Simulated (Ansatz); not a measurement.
# LiMgAlH6: the cost of one run

Computed with Ansatz 0.2.0 (DFT, PBE, plane-wave PAW, default files, scalar-relativistic, as far as a step names no other, unless a step's input says otherwise).

## (1) The structure to begin with

The structure is trigonal, space group P321 (No. 150). Conventional cell: a = 8.000 Å, b = 8.000 Å, c = 4.374 Å, α = 90.00°, β = 90.00°, γ = 120.00°. Around Li (site symmetry 2) lie 6 H at 1.86 to 1.99 Å. Mg (site symmetry 2) has 6 H at 1.92 to 1.99 Å as nearest neighbours. Al (site symmetry 32) has 6 H at 1.74 Å as nearest neighbours. Al (site symmetry 3) has 6 H at 1.75 Å as nearest neighbours. H (site symmetry 1) is surrounded by 1 Al at 1.74 Å and 1 Li at 1.86 Å and 1 Mg at 1.99 Å. Around H (site symmetry 1) lie 1 Al at 1.75 Å and 1 Mg at 1.92 Å and 1 Li at 1.99 Å. H (site symmetry 1) is surrounded by 1 Al at 1.75 Å and 1 Li at 1.94 Å and 1 Mg at 1.96 Å.

As a file:

```cif
data_structure
_symmetry_space_group_name_H-M 'P321'
_symmetry_Int_Tables_number 150
_cell_length_a 8.0005
_cell_length_b 8.0005
_cell_length_c 4.3738
_cell_angle_alpha 90.000
_cell_angle_beta 90.000
_cell_angle_gamma 120.000
_cell_volume 242.45
loop_
_atom_site_label
_atom_site_type_symbol
_atom_site_symmetry_multiplicity
_atom_site_Wyckoff_symbol
_atom_site_fract_x
_atom_site_fract_y
_atom_site_fract_z
_atom_site_occupancy
Li1 Li 3 f 0.29581 0.29581 0.50000 1
Mg1 Mg 3 e 0.63672 0.63672 0.00000 1
Al1 Al 1 a 0.00000 0.00000 0.00000 1
Al2 Al 2 d 0.33333 0.66667 0.49685 1
H1 H 6 g 0.20920 0.09431 0.77934 1
H2 H 6 g 0.87399 0.45544 0.72939 1
H3 H 6 g 0.54130 0.76394 0.72364 1
```

## (2) Gradients at the starting positions

input.yaml

```yaml
crystal:
  lattice:
    - [8.0004984235, 0.0, 0.0]
    - [-4.0002492118, 6.9286348777, 0.0]
    - [0.0, 0.0, 4.37376]
  atoms:
    - { symbol: Li, position: [0.295807, 0.295807, 0.5] }
    - { symbol: Li, position: [0.0, 0.704193, 0.5] }
    - { symbol: Li, position: [0.704193, 0.0, 0.5] }
    - { symbol: Mg, position: [0.636723, 0.636723, 0.0] }
    - { symbol: Mg, position: [0.0, 0.363277, 0.0] }
    - { symbol: Mg, position: [0.363277, 0.0, 0.0] }
    - { symbol: Al, position: [0.0, 0.0, 0.0] }
    - { symbol: Al, position: [0.3333333333, 0.6666666667, 0.496848] }
    - { symbol: Al, position: [0.6666666667, 0.3333333333, 0.503152] }
    - { symbol: H, position: [0.209195, 0.094309, 0.779344] }
    - { symbol: H, position: [0.885114, 0.790805, 0.779344] }
    - { symbol: H, position: [0.905691, 0.114886, 0.779344] }
    - { symbol: H, position: [0.114886, 0.905691, 0.220656] }
    - { symbol: H, position: [0.790805, 0.885114, 0.220656] }
    - { symbol: H, position: [0.094309, 0.209195, 0.220656] }
    - { symbol: H, position: [0.873986, 0.455438, 0.729394] }
    - { symbol: H, position: [0.581452, 0.126014, 0.729394] }
    - { symbol: H, position: [0.544562, 0.418548, 0.729394] }
    - { symbol: H, position: [0.418548, 0.544562, 0.270606] }
    - { symbol: H, position: [0.126014, 0.581452, 0.270606] }
    - { symbol: H, position: [0.455438, 0.873986, 0.270606] }
    - { symbol: H, position: [0.541299, 0.763942, 0.723643] }
    - { symbol: H, position: [0.222643, 0.458701, 0.723643] }
    - { symbol: H, position: [0.236058, 0.777357, 0.723643] }
    - { symbol: H, position: [0.777357, 0.236058, 0.276357] }
    - { symbol: H, position: [0.458701, 0.222643, 0.276357] }
    - { symbol: H, position: [0.763942, 0.541299, 0.276357] }
kpoints:
  mp_grid: { grid: [4, 4, 6] }
scf:
  occupations: { method: fermi_dirac, width: 0.02 }
hamiltonian:
  xc: pbe
  pseudopotentials: { kind: paw }
output:
  forces: true
  stress: true
  populations: true
  efg:
    quadrupole_moments_barn: { Li: -0.0401, Mg: 0.1994, Al: 0.1466, H: 0.00285783 }
    contact_densities: true
```

Command:

```sh
ansatz run input.yaml --threads 1 --pin off --max-ram 2560MiB --backend cpu --events-out ev --progress --plain --runs-dir out
```

Q: Estimate wall time and peak memory on 1 thread of Arm Neoverse V1, shared host.

About 30 s, with a peak of 0.51 GiB.
